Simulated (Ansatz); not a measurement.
# C2H7Al2Cl: the cost of one run

Method: RKS PBE/6-31G, in Ansatz 0.2.0.

**1. The system as given**

Bond lengths: C1–Al2 1.948 Å, Al2–C3 1.963 Å, Al2–Al4 2.511 Å, Al4–Cl5 2.257 Å, C1–H6 1.090 Å, C1–H7 1.162 Å, C1–H8 1.077 Å, C3–H9 1.169 Å, C3–H10 1.121 Å, C3–H11 1.090 Å, Al4–H12 1.538 Å. Angles (14 of 18 angles, heavy atoms first): C1–Al2–C3 117.9°, C1–Al2–Al4 122.5°, C3–Al2–Al4 118.1°, Al2–Al4–Cl5 117.0°, Al2–C1–H6 112.8°, Al2–C1–H7 107.7°, Al2–C1–H8 110.4°, Al2–C3–H9 109.5°, Al2–C3–H10 111.4°, Al2–C3–H11 111.4°, Al2–Al4–H12 121.6°, Cl5–Al4–H12 121.3°, H6–C1–H7 105.5°, H6–C1–H8 113.0°.

Structure file:

```xyz
12

C    -1.7668   -0.1254    0.7631
Al    0.0652    0.0683    0.1292
C     1.3839   -1.2644    0.7119
Al    0.6825    1.5890   -1.7713
Cl   -0.9539    2.8950   -2.6138
H    -1.8297   -0.2472    1.8441
H    -2.3277    0.8644    0.5288
H    -2.2702   -0.9076    0.2212
H     2.2750   -0.7247    1.2431
H     0.9539   -1.9561    1.4815
H     1.7666   -1.8413   -0.1304
H     2.0983    1.5948   -2.3733
```

**2. End point A**

The input, input.yaml:

```yaml
crystal:
  periodic: [false, false, false]
  atoms:
    - { symbol: C, position_ang: [-1.7668, -0.1254, 0.7631] }
    - { symbol: Al, position_ang: [0.0652, 0.0683, 0.1292] }
    - { symbol: C, position_ang: [1.3839, -1.2644, 0.7119] }
    - { symbol: Al, position_ang: [0.6825, 1.589, -1.7713] }
    - { symbol: Cl, position_ang: [-0.9539, 2.895, -2.6138] }
    - { symbol: H, position_ang: [-1.8297, -0.2472, 1.8441] }
    - { symbol: H, position_ang: [-2.3277, 0.8644, 0.5288] }
    - { symbol: H, position_ang: [-2.2702, -0.9076, 0.2212] }
    - { symbol: H, position_ang: [2.275, -0.7247, 1.2431] }
    - { symbol: H, position_ang: [0.9539, -1.9561, 1.4815] }
    - { symbol: H, position_ang: [1.7666, -1.8413, -0.1304] }
    - { symbol: H, position_ang: [2.0983, 1.5948, -2.3733] }
basis:
  gaussian: { orbitals: "6-31G" }
hamiltonian:
  xc: pbe
relax:
  f_tol: 0.015
  max_steps: 40
output:
  orbitals: {}
```

The run is started by

```sh
ansatz run input.yaml --threads 1 --pin off --max-ram 2048MiB --backend cpu --events-out ev --progress --plain --runs-dir out
```

Q: Estimate wall time and peak memory on 1 thread of Intel Xeon Platinum 8259CL at 2.50GHz (Skylake/Cascade Lake), shared host.

About 65 s, with a peak of 0.17 GiB.
